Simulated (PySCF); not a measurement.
# C2H5Br (Ethyl bromide): the cost of one run

Computed with PySCF 2.14.0, with density-fitted response routines of our own, on a single molecule in the gas phase. Atoms are numbered from 0 throughout.

## (1) The molecule as given

8 atoms, charge 0, multiplicity 1; geometry from: MMFF94s. The atoms were then displaced at random by about 0.03 Å, so the start is not that level's minimum.

Bonds of the start (Å): C0–C1 1.41, C1–Br2 1.92, C0–H3 1.15, C0–H4 1.10, C0–H5 1.16, C1–H6 1.09, C1–H7 1.09.

## (2) Relaxing the molecule at PBE0-D3(BJ)/def2-SVP

What the job is given:

```
{"job": {"xc": "PBE0", "basis": "def2-SVP", "d3": "d3bj", "grid": 1, "shake": 0.03, "kind": "geom"}, "charge": 0, "multiplicity": 1}
C     -0.709360     0.134120     0.002450
C      0.604160    -0.388240     0.036970
Br     1.878940     1.018720    -0.268900
H     -0.871170     0.681520    -0.992350
H     -1.525860    -0.593010     0.118840
H     -0.923200     0.989780     0.754230
H      0.803560    -1.127110    -0.739120
H      0.881140    -0.801430     1.004170
```

Launch:

```
$ OMP_NUM_THREADS=1 python probes_run.py task.json out
```

This one command runs all jobs of the session in turn.

Q: Estimate the wall time and peak memory of this first job on 1 thread of Arm Neoverse V1, shared host.

About 20 s, with a peak of 0.35 GiB.
